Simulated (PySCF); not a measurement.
# C3H9B3FN: the cost of one run

Computed with PySCF 2.14.0, with density-fitted response routines of our own, on a single molecule in the gas phase. Atoms are numbered from 0 throughout.

### 1 The molecule as given

17 atoms, charge 0, multiplicity 1; geometry from: GFN2-xTB.

Bonds of the start (Å): B0–B1 1.66, B1–F2 1.34, B1–N3 1.44, N3–B4 1.40, N3–C5 1.45, C5–C6 1.50, C6–C7 1.50, C7–C5 1.50, B0–H8 1.17, B0–H9 1.17, B4–H10 1.17, B4–H11 1.17, C5–H12 1.09, C6–H13 1.08, C6–H14 1.08, C7–H15 1.08, C7–H16 1.08.

### 2 Ultraviolet spectrum: CAM-B3LYP/def2-SVPD

What the job is given:

```
{"job": {"kind": "uv", "xc": "CAM-B3LYP", "basis": "def2-SVPD", "nstates": 8, "ntriplets": 3}, "charge": 0, "multiplicity": 1}
B      2.656349     1.220273    -0.177679
B      1.111247     1.005989     0.399244
F      0.436585     1.913860     1.117332
N      0.419009    -0.229827     0.143249
B      1.077428    -1.275528    -0.522569
C     -0.931382    -0.400007     0.631781
C     -2.013209    -0.865194    -0.294227
C     -2.006750     0.550498     0.200508
H      2.872170     1.661196    -1.240870
H      3.601221     0.957329     0.461947
H      0.547200    -2.304838    -0.686974
H      2.172535    -1.067197    -0.890866
H     -0.964546    -0.753170     1.658247
H     -1.746871    -1.037360    -1.325727
H     -2.758634    -1.546505     0.086652
H     -1.736150     1.327372    -0.498070
H     -2.743200     0.855138     0.928111
```

With the program's defaults for keys left out, this is: TDDFT CAM-B3LYP/def2-SVPD, vertical, gas phase, core orbitals frozen in the response.

The run is started by

```console
$ OMP_NUM_THREADS=1 python probes_run.py task.json out
```

The driver reads the jobs from task.json and runs them one after another.

Q: Estimate the wall time and peak memory of this job on 1 thread of Arm Neoverse N1, shared host.

About 1.7 min, with a peak of 1.1 GiB.
